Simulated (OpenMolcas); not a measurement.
# Au⁶⁺ among point charges: CASSCF and CASPT2 levels and susceptibility

How does a field of 2 point charges split the states of Au⁶⁺, and what χT follows?

Program: OpenMolcas 26.06. Level of theory: state-averaged CASSCF and CASPT2, spin-orbit coupling by RASSI with atomic mean-field integrals. These are calculated values, not measurements, unless marked.

### Step 1. What is computed

- Species: Au⁶⁺ (gold, Z = 79, 73 electrons)
- Basis: ANO-RCC-VDZP [7s6p4d2f], 59 functions
- Scalar Hamiltonian: DKH2, point nucleus
- Inactive shells: 1s 2s 2p 3s 3p 3d 4s 4p 4d 4f 5s 5p
- Active space: 5 electrons in 5 orbitals (5d)
- Some configurations of this space: 5d5
- Orbitals: optimised for each spin and parity, averaged over all roots

Outer shells as boxes (Hund's rule):

5d5
```
5d [↑ ][↑ ][↑ ][↑ ][↑ ]
```

The ion sits among 2 point charges of -0.8 e arranged as a linear pair (D∞h), 1.9 Å from the ion.

The work runs as a chain of OpenMolcas steps in one folder; each step below is one input file. Labels, J, g values, rates, χT and fits are worked out afterwards by a script from the matrices that RASSI stores. The input lists half of the charges; inversion (Group=XYZ) makes the rest.

### Step 2. One- and two-electron integrals

a.inp

```
&GATEWAY
Coord
1

Au 0.0 0.0 0.0
Basis=ANO-RCC-VDZP
Group=XYZ
NoMove
AngMom=0.0 0.0 0.0
AMFI
XField
1 Angstrom 0
0.000000 0.000000 1.900000 -0.800000
&SEWARD
```

The run is started by

```bash
$ OMP_NUM_THREADS=1 MOLCAS_MEM=1689 MOLCAS_PROJECT=a pymolcas a.inp > a.log
```

### Step 3. CASSCF: sextets of even parity, 1 root

a.inp

```
&RASSCF
FileOrb=start.orb
Symmetry=1
Spin=6
nActEl=5 0 0
Inactive=15 19
Ras2=5 0
CIRoot=1 1 1
SDav=1
CIMx=300
Iter=120 100
PrWF=0.3
OrbListing=Nothing
MaxOrb=0
>>> COPY $Project.JobIph JOB001
```

start.orb holds the contracted functions of the basis, ordered by shell, or the orbitals of the step before.

### Step 4. CASSCF: quartets of even parity, 24 roots

a.inp

```
&RASSCF
FileOrb=start.orb
Symmetry=1
Spin=4
nActEl=5 0 0
Inactive=15 19
Ras2=5 0
CIRoot=24 24 1
SDav=24
CIMx=300
Iter=120 100
PrWF=0.3
OrbListing=Nothing
MaxOrb=0
>>> COPY $Project.JobIph JOB002
```

### Step 5. Reference wave functions, doublets of even parity, 75 roots

a.inp

```
&RASSCF
FileOrb=start.orb
Symmetry=1
Spin=2
nActEl=5 0 0
Inactive=15 19
Ras2=5 0
CIRoot=75 75 1
SDav=75
CIMx=300
Iter=120 100
PrWF=0.3
OrbListing=Nothing
MaxOrb=0
>>> COPY $Project.JobIph JOB003
```

### Step 6. RASSI: spin-orbit coupling between the states

a.inp

```
&RASSI
NrOfJobIphs=3 1 24 75
1
1 2 3 4 5 6 7 8 9 10 11 12 13 14 15 16 17 18 19 20 21 22 23 24
1 2 3 4 5 6 7 8 9 10 11 12 13 14 15 16 17 18 19 20 21 22 23 24 25 26 27
28 29 30 31 32 33 34 35 36 37 38 39 40 41 42 43 44 45 46 47 48 49 50 51
52 53 54 55 56 57 58 59 60 61 62 63 64 65 66 67 68 69 70 71 72 73 74 75
IphNames
JOB001
JOB002
JOB003
EJob
SpinOrbit
DIPRint=1.0
SOCoupling=1000.0
Subsets=2
Property=9
'ANGMOM' 1 'ANGMOM' 2 'ANGMOM' 3 'MLTPL  1' 1 'MLTPL  1' 2 'MLTPL  1' 3
'AMFI' 1 'AMFI' 2 'AMFI' 3
SOProperty=3
'ANGMOM' 1 'ANGMOM' 2 'ANGMOM' 3
```

### Step 7. CASPT2: IPEA 0.25, imaginary shift 0.1 (closed shells correlated: 5s 5p)

a.inp

```
>>> COPY JOB001 $Project.JobIph
&CASPT2
Multistate=1 1
Frozen=14 16
IPEA=0.25
Imaginary=0.1
MaxIter=60
WThr=0.0 0.3 0.05
PrWF=0.5
NoMix
>>> COPY JOB002 $Project.JobIph
&CASPT2
Multistate=24 1 2 3 4 5 6 7 8 9 10 11 12 13 14 15 16 17 18 19 20 21 22
23 24
NoMult
Frozen=14 16
IPEA=0.25
Imaginary=0.1
MaxIter=60
WThr=0.0 0.3 0.05
PrWF=0.5
NoMix
>>> COPY JOB003 $Project.JobIph
&CASPT2
Multistate=75 1 2 3 4 5 6 7 8 9 10 11 12 13 14 15 16 17 18 19 20 21 22
23 24 25 26 27 28 29 30 31 32 33 34 35 36 37 38 39 40 41 42 43 44 45 46
47 48 49 50 51 52 53 54 55 56 57 58 59 60 61 62 63 64 65 66 67 68 69 70
71 72 73 74 75
NoMult
Frozen=14 16
IPEA=0.25
Imaginary=0.1
MaxIter=60
WThr=0.0 0.3 0.05
PrWF=0.5
NoMix
```

(Steps that only read results are left out.)

What does the calculation give? Wanted: spin-free ground state; lowest level; next level.

As calculated:

| quantity | value |
| --- | --- |
| method | SS-CASPT2, IPEA 0.25, imaginary shift 0.1 (closed shells correlated: 5s 5p) |
| spin-free ground state | 6Sigma, 1-fold in its orbital part |
| lowest level | 2-fold, g = 0.00, 0.00, 9.29 |
| next level | 561.1 cm⁻¹ |
| χT at 300 K | 3.40 cm³ K/mol |
| effective moment at 300 K | 5.22 μB |

Cost by method:

```tsv
method	time of its own steps	time with the reference
A. CASSCF	25 s	25 s
B. SS-CASPT2, IPEA 0.25, imaginary shift 0.1, +5s 5p	8.3 s	33 s
```

Times are of one thread on a shared host.

What this shows: The spin-free ground state (6Sigma) comes to 100 % from free-ion S terms and keeps the highest spin of the shell. χT at 300 K is 3.40, against 4.39 cm³ K/mol for the spin alone, so spin-orbit coupling lowers it. An active space of the d shell alone favours high spin; real ions in strong fields can be low spin. The field of point charges can differ much from that of real complexes. With metal d orbitals alone active, the gaps between spin states are rough; where two lie within a few thousand cm-1, their order is open. Point charges carry no covalency, so the field is a model and not that of real ligands.
